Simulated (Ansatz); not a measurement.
Predict the output of the script below (the Ansatz DFT code, driven from Python).

The script, `edit_bati2bi2o.py`:
```python
"""Keys set on an Input object, for BaTi2Bi2O."""

import ansatz as az
from pymatgen.core import Lattice, Structure
from pymatgen.io.ase import AseAtomsAdaptor


def main() -> None:
    pmg_structure = Structure(
        Lattice([(4.11531, 0.0, 0.0), (0.0, 4.11531, 0.0), (0.0, 0.0, 8.70728)]),
        ["Ba", "Ti", "Ti", "Bi", "Bi", "O"],
        [
            (0.5, 0.5, 0.5),
            (0.0, 0.5, 0.0),
            (0.5, 0.0, 0.0),
            (0.0, 0.0, 0.24756),
            (0.0, 0.0, 0.75244),
            (0.5, 0.5, 0.0),
        ],
    )
    structure = az.Crystal.from_ase(AseAtomsAdaptor.get_atoms(pmg_structure))

    model = (
        structure.calculation()
        .functional("pbesol")
        .kpoints(6, 6, 3)
        .occupations(az.OccupationsMethod.FERMI_DIRAC, width=0.1)
        .band_table()  # levels at the mesh points
    )
    typed = model.input()
    rows = []
    for value in [0.1, 0.3, 0.6]:
        edited = typed.set(az.key.scf.mixing.beta, value)
        rep = az.Session.from_dict(edited).plan().execute().report
        rows.append((value, rep["free_energy_ev"], rep["n_iterations"], len(rep["eigenvalues_ev"][0]) if "eigenvalues_ev" in rep else 0))
    print("          beta            F eV      iterations    bands listed")
    for row in rows:
        print(f"{str(row[0]):>14s}  {row[1]:14.5f}  {row[2]:14d}  {row[3]:14d}")


if __name__ == "__main__":
    main()
```

```console
$ python edit_bati2bi2o.py
DeckWarning: basis.ecutwfc = 420 eV, auto-derived from the records' recommended cutoffs: set by Ba (normal level)
          beta            F eV      iterations    bands listed
           0.1    -35860.49439              11              42
           0.3    -35860.49439              10              42
           0.6    -35860.49439              10              42
```
(Warnings from the package without file and line, repeats left out.)

Notes:
- Total energies depend on the potentials; only differences at equal settings carry meaning. A total without «per atom» is that of the whole cell that was run.
- The run is spin-unpolarised.
- The mesh is modest for a metal, so energies can be off by several to tens of meV an atom and pressures by half a GPa or more; differences at equal mesh fare better.
- Spin-orbit coupling, which matters for elements this heavy, is left out.
- The structure comes from a database of computed cells and needn't be a stable or known phase.
- The whole script took 29 s on 1 thread of Arm Neoverse V1, with other jobs on the host, peak memory 0.59 GiB.
